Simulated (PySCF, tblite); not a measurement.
# C₃H₉F₃Si₂: geometry, infrared bands and NMR shifts

Wanted: the infrared bands and NMR shifts of C₃H₉F₃Si₂ (`FC(F)(F)CC[SiH2][SiH3]`), by calculation.

Programs: tblite 0.8.0 and PySCF 2.14.0, with density-fitted response routines of our own. Each step states its level of theory. These are calculated values for one molecule in the gas phase, unless marked as measured. Atoms count from 0, in the outputs and in this text.

**1. The molecule as given**

17 atoms, charge 0, multiplicity 1; geometry from: force field or distance geometry start.

Bonds of the start (Å): F0–C1 1.37, C1–F2 1.38, C1–F3 1.39, C1–C4 1.54, C4–C5 1.53, C5–Si6 1.88, Si6–Si7 2.25, C4–H8 1.09, C4–H9 1.11, C5–H10 1.09, C5–H11 1.12, Si6–H12 1.47, Si6–H13 1.47, Si7–H14 1.50, Si7–H15 1.46, Si7–H16 1.47.

**2. Geometry optimisation with GFN2-xTB**

What the job is given:

```
{"job": {"kind": "relax", "xc": "GFN2-xTB", "basis": "xTB"}, "charge": 0, "multiplicity": 1}
F     -2.738900     1.702000     1.299000
C     -2.400600     0.809900     0.315900
F     -3.237300    -0.281000     0.259100
F     -2.313400     1.408600    -0.939500
C     -0.982100     0.283900     0.609100
C     -0.562300    -0.717000    -0.464000
Si     1.178400    -1.247700     0.012400
Si     2.626600     0.424200    -0.398400
H     -0.932500    -0.174400     1.598500
H     -0.305800     1.166200     0.530100
H     -0.611100    -0.247800    -1.442600
H     -1.253700    -1.597700    -0.430300
H      1.566900    -2.484100    -0.680300
H      1.140300    -1.455700     1.470900
H      1.977400     1.495900    -1.214600
H      3.780500    -0.149700    -1.078500
H      3.060800     1.076600     0.842400
```

The run is started by

```console
OMP_NUM_THREADS=1 python probes_run.py task.json out
```

This one command runs all jobs of the session in turn.

**Question.** This job is followed by: GFN2-xTB harmonic vibrations, gas phase; GIAO PBE0/pcSseg-1 NMR shielding, non-relativistic, gas phase. What will the session give for the following? strongest single infrared mode (GFN2-xTB); zero-point energy (GFN2-xTB); 13C shifts against TMS (PBE0/pcSseg-1); 1H shifts against TMS (PBE0/pcSseg-1, means over atoms taken as alike); 19F shifts against CFCl3 (PBE0/pcSseg-1, means over atoms taken as alike); 29Si shifts against TMS (PBE0/pcSseg-1).

The runs gave:

| quantity | value |
| --- | --- |
| strongest single infrared mode (GFN2-xTB) | 2236 cm⁻¹, 422 km/mol |
| zero-point energy (GFN2-xTB) | 68.2 kcal/mol |
| 13C shifts against TMS (PBE0/pcSseg-1) | 136.4, 35.9, 5.8 ppm |
| 1H shifts against TMS (PBE0/pcSseg-1, means over atoms taken as alike) | 3.99, 3.46, 1.93, 1.11 ppm |
| 19F shifts against CFCl3 (PBE0/pcSseg-1, means over atoms taken as alike) | -88.4 ppm |
| 29Si shifts against TMS (PBE0/pcSseg-1) | -74.8, -120.8 ppm |

Over 89 steps the energy fell by 0.542 eV; of the close pairs, Si6–Si7 changed most, 2.250 to 2.316 Å. All 45 modes are real, so the xTB geometry is a minimum. The strongest single mode, at 2236 cm⁻¹, moves mainly H16. Unscaled tight-binding wavenumbers are off by several per cent, some by more. Its intensities can rank the bands wrongly. At PBE0/pcSseg-1: Shielding is most anisotropic at F0, F2, F3 (span 178 ppm, paramagnetic term -213 ppm).
